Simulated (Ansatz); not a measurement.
SrIn₂, space group P6_3/mmc: an equation of state with a fit, run with Ansatz 0.2.0 through its Python package.

`eos.py`
```python
# -*- coding: utf-8 -*-
import warnings

import ansatz as az
import numpy as np

vectors0 = np.array([
    [5.04444989, 0.0, 0.0],
    [-2.52222494, 4.36862175, 0.0],
    [0.0, 0.0, 8.11531053],
])
sites = [
    ("Sr", (0.0, 0.0, 0.75)),
    ("Sr", (0.0, 0.0, 0.25)),
    ("In", (1 / 3, 2 / 3, 0.95348838)),
    ("In", (2 / 3, 1 / 3, 0.45348838)),
    ("In", (1 / 3, 2 / 3, 0.54651162)),
    ("In", (2 / 3, 1 / 3, 0.04651162)),
]


def make_crystal(cell):
    crystal = az.Crystal(lattice=az.Lattice.of(cell))
    for symbol, position in sites:
        crystal = crystal.atom(symbol, position)
    return crystal

warnings.simplefilter("ignore", az.DeckWarning)

volumes, energies = [], []
for scale in np.linspace(0.95, 1.07, 5):
    cell = vectors0 * scale ** (1 / 3)
    calc = (
        make_crystal(cell).calculation()
        .occupations("Fermi-Dirac", width=0.15)
        .functional(az.Functional.PBESOL)
        .basis(420)
        .kpoints(5, 5, 3)
    )
    data = calc.run(threads=1).report
    volumes.append(abs(np.linalg.det(cell)) / len(sites))
    energies.append(data["free_energy_ev"] / len(sites))
    print(f"V = {volumes[-1]:8.4f} A^3/atom  F = {energies[-1]:.5f} eV/atom")

x = np.array(volumes) ** (-2 / 3)
poly = np.polynomial.Polynomial.fit(x, energies, 3).convert()
roots = poly.deriv().roots()
x0 = min((r.real for r in roots if abs(r.imag) < 1e-9 and poly.deriv(2)(r.real) > 0), key=lambda r: abs(r - x.mean()))
v0 = x0 ** -1.5
b0 = 4 / 9 * poly.deriv(2)(x0) * v0 ** (-7 / 3) * 160.21766
b1 = 4 + 2 / 3 * x0 * poly.deriv(3)(x0) / poly.deriv(2)(x0)
print(f"V0 = {v0:.4f} A^3/atom, B0 = {b0:.1f} GPa, dB/dP = {b1:.2f}")
```

Its results, one of them left out:

| V (Å³/atom) | F less the lowest row shown (meV/atom) |
| --- | --- |
| 28.316 | 0.00 |
| 29.210 | 0.00 |
| 30.105 | 6.34 |
| 30.999 | ? |
| 31.893 | 33.65 |

What is the missing energy at 30.999 Å³ an atom?

A third-order Birch-Murnaghan fit, E = E0 + (9 V0 B0 / 16) [(t - 1)³ B' + (t - 1)² (6 - 4t)] with t = (V0/V)^(2/3), through the 4 rows shown gives V0 = 28.756 Å³, B0 = 40.3 GPa, B' = 5.37 and E0 = -0.87 meV. At V = 30.999 Å³, t = 0.95117, and the fit interpolates to 17.87 meV. The run gave 17.87 meV, a miss of 0.00 meV.

Reading the output:
- Shape and fractional positions are held along the curve, so the bulk modulus is an upper value where they are free to relax.
- The mesh is modest for a metal, so energies can be off by several to tens of meV an atom and pressures by half a GPa or more; differences at equal mesh fare better.
- The structure comes from a database of computed cells and needn't be a stable or known phase.
- It ran for 19 s on 1 thread of Arm Neoverse V1, with other jobs on the host, peak memory 0.48 GiB.
